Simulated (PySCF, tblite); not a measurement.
# C₆H₁₄NP: geometry, infrared bands and NMR shifts

Wanted: the infrared bands and NMR shifts of C₆H₁₄NP (`C=CCP(C)N(C)C`), by calculation.

Computed with tblite 0.8.0 and PySCF 2.14.0, with density-fitted response routines of our own, on a single molecule in the gas phase. Atoms are numbered from 0 throughout.

## 1. The molecule as given

22 atoms, charge 0, multiplicity 1; geometry from: force field or distance geometry start.

Bonds of the start (Å): C0–C1 1.35, C1–C2 1.49, C2–P3 1.85, P3–C4 1.83, P3–N5 1.73, N5–C6 1.47, N5–C7 1.47, C0–H8 1.08, C0–H9 1.07, C1–H10 1.10, C2–H11 1.09, C2–H12 1.10, C4–H13 1.10, C4–H14 1.10, C4–H15 1.09, C6–H16 1.09, C6–H17 1.11, C6–H18 1.10, C7–H19 1.10, C7–H20 1.09, C7–H21 1.10.

## 2. Optimising the geometry with GFN2-xTB

Job settings and geometry (Å):

```
{"job": {"kind": "relax", "xc": "GFN2-xTB", "basis": "xTB"}, "charge": 0, "multiplicity": 1}
C      3.536800    -0.087200    -0.043500
C      2.421700    -0.644900     0.463000
C      1.195700     0.103900     0.847200
P     -0.091200    -0.658300    -0.244400
C      0.305900     0.190700    -1.813700
N     -1.491700     0.230100     0.239500
C     -2.647900     0.105900    -0.656800
C     -1.945200    -0.027300     1.618700
H      3.584400     0.976400    -0.251100
H      4.400700    -0.684800    -0.263900
H      2.442900    -1.720100     0.682900
H      1.277400     1.181100     0.673900
H      0.978900    -0.057400     1.915500
H     -0.408400    -0.078100    -2.602100
H      0.299400     1.289400    -1.704700
H      1.291400    -0.106900    -2.172100
H     -2.418800     0.440100    -1.667300
H     -3.024000    -0.932800    -0.701900
H     -3.470300     0.749400    -0.308500
H     -2.787800     0.625500     1.875100
H     -1.181500     0.192700     2.362600
H     -2.278700    -1.068000     1.750800
```

The run is started by

```sh
> OMP_NUM_THREADS=1 python probes_run.py task.json out
```

This one command runs all jobs of the session in turn.

**Question.** This job is followed by: GFN2-xTB harmonic vibrations, gas phase; GIAO PBE0/pcSseg-1 NMR shielding, non-relativistic, gas phase. Predict these results of the whole session: strongest single infrared mode (GFN2-xTB); zero-point energy (GFN2-xTB); 13C shifts against TMS (PBE0/pcSseg-1, means over atoms taken as alike); 1H shifts against TMS (PBE0/pcSseg-1, means over atoms taken as alike); 31P shifts against H3PO4 (PBE0/pcSseg-1); 15N shifts against NH3 (PBE0/pcSseg-1); surface potential, 1st and 99th percentile.

**Answer**, as computed:

| quantity | value |
| --- | --- |
| strongest single infrared mode (GFN2-xTB) | 2974 cm⁻¹, 98 km/mol |
| zero-point energy (GFN2-xTB) | 117.5 kcal/mol |
| 13C shifts against TMS (PBE0/pcSseg-1, means over atoms taken as alike) | 143.5, 124.1, 47.3, 42.9, 18.5 ppm |
| 1H shifts against TMS (PBE0/pcSseg-1, means over atoms taken as alike) | 6.04, 5.49, 5.42, 2.65, 2.33, 1.24 ppm |
| 31P shifts against H3PO4 (PBE0/pcSseg-1) | 39.9 ppm |
| 15N shifts against NH3 (PBE0/pcSseg-1) | 42.2 ppm |
| surface potential, 1st and 99th percentile | -1.20 V and 0.74 V |

Over 105 steps the energy fell by 0.230 eV; of the close pairs, C2–P3 changed most, 1.852 to 1.884 Å. No mode is imaginary among the 60: a minimum at this level. GFN2-xTB is a fitted tight-binding method: band positions and strengths are rough. Its intensities can rank the bands wrongly. The most deshielded carbon is C1 (alkene CH), at 143.5 ppm: the olefinic region. H10 (hydrogen on an alkene CH) lies farthest downfield among hydrogen, at 6.04 ppm; olefinic region.
